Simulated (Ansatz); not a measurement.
# C₂H₄F₂OSi: a ladder of functionals and wavefunction methods

How much do the methods differ for C₂H₄F₂OSi? The plan is to run it at one geometry with functionals of several rungs and with coupled cluster. The yardstick is the atomisation energy at the CCSD(T) limit.

Method: functionals in def2-TZVPP, the program's frozen cores in correlated methods; program: Ansatz 0.2.0, Gaussian basis.

The runs, in order: PBE-D4, r2SCAN-D4, PBE0-D4, B3LYP-D4, ωB97X-V, ωB97M-V, B2PLYP; CCSD(T)/def2-TZVPP; MP2/def2-QZVPP; extrapolation to the limit.

## (1) The geometry

All runs share one geometry, relaxed beforehand with PBE0-D4 in a triple-zeta def2 set.

SMILES `O=CC(F)(F)[SiH3]`, 10 atoms, charge 0, spin multiplicity 1.

Atoms are counted from 1 here; the program's logs count them from 0.

Bond lengths: O1–C2 1.194 Å, C2–C3 1.521 Å, C2–H7 1.110 Å, C3–F4 1.370 Å, C3–F5 1.357 Å, C3–Si6 1.937 Å, Si6–H8 1.483 Å, Si6–H9 1.480 Å, Si6–H10 1.480 Å. Angles: O1–C2–C3 122.9°, O1–C2–H7 123.2°, C3–C2–H7 113.8°, C2–C3–F4 107.7°, C2–C3–F5 109.8°, C2–C3–Si6 113.0°, F4–C3–F5 107.7°, F4–C3–Si6 109.2°, F5–C3–Si6 109.3°, C3–Si6–H8 107.7°, C3–Si6–H9 106.6°, C3–Si6–H10 107.9°, H8–Si6–H9 111.2°, H8–Si6–H10 111.0°, H9–Si6–H10 112.2°.

## (2) PBE-D4 (GGA)

File in.yaml:

```yaml
crystal:
  periodic: [false, false, false]
  atoms:
    - {symbol: O, position_ang: [1.838941, -0.436082, 1.424522]}
    - {symbol: C, position_ang: [0.991866, -0.954841, 0.761685]}
    - {symbol: C, position_ang: [0.419297, -0.317594, -0.495398]}
    - {symbol: F, position_ang: [-0.059031, -1.324083, -1.291574]}
    - {symbol: F, position_ang: [1.405165, 0.315853, -1.179283]}
    - {symbol: Si, position_ang: [-1.010055, 0.935872, -0.123820]}
    - {symbol: H, position_ang: [0.519843, -1.923050, 1.027886]}
    - {symbol: H, position_ang: [-2.034199, 0.227063, 0.681273]}
    - {symbol: H, position_ang: [-1.554567, 1.355775, -1.434949]}
    - {symbol: H, position_ang: [-0.434061, 2.069987, 0.632461]}
basis:
  gaussian: {orbitals: def2-TZVPP}
hamiltonian: {xc: pbe, dispersion: d4}
output: {forces: true, orbitals: {seedname: orbitals}}
```

The run is started by

```console
> ansatz run in.yaml --threads 4 --pin off --events-out ev --progress --plain --max-ram 10444MiB
```

Further steps of the session: r2SCAN-D4 (meta-GGA); PBE0-D4 (hybrid); B3LYP-D4 (hybrid); ωB97X-V (range-separated); ωB97M-V (range-separated); B2PLYP (double hybrid); CCSD(T) in def2-TZVPP; MP2 in def2-QZVPP.

Q: Predict the results of all the runs planned. Wanted: atomisation energy, CCSD(T)/CBS; farthest; mean size of error, hybrid; mean size of error, range-separated; gap, smallest and largest; T1 diagnostic; triples share of the correlation energy.

The runs gave:

```
                               quantity                                 value
        atomisation energy, CCSD(T)/CBS                         3745.8 kJ/mol
 functionals within 18.7 kJ/mol (0.5 %)            PBE0-D4, B3LYP-D4, ωB97M-V
                               farthest                PBE-D4 (+125.6 kJ/mol)
             mean size of error, hybrid                            4.7 kJ/mol
    mean size of error, range-separated                           20.8 kJ/mol
              gap, smallest and largest  3.39 eV (PBE-D4), 10.92 eV (ωB97X-V)
                          T1 diagnostic                                0.0142
triples share of the correlation energy                                 3.6 %
```

**Reading.** PBE-D4 misses by +125.6 kJ/mol. Double hybrids carry the basis error of their MP2 part in triple zeta, and no dispersion term here, so their miss is partly the set-up's. Misses under about 18.7 kJ/mol are within the doubt on the reference itself, which lacks core-valence correlation, relativity and higher excitations. Hartree-Fock recovers 69 % of the binding; the rest is correlation. Orbital gaps span 3.4 to 10.9 eV; exact exchange widens them.
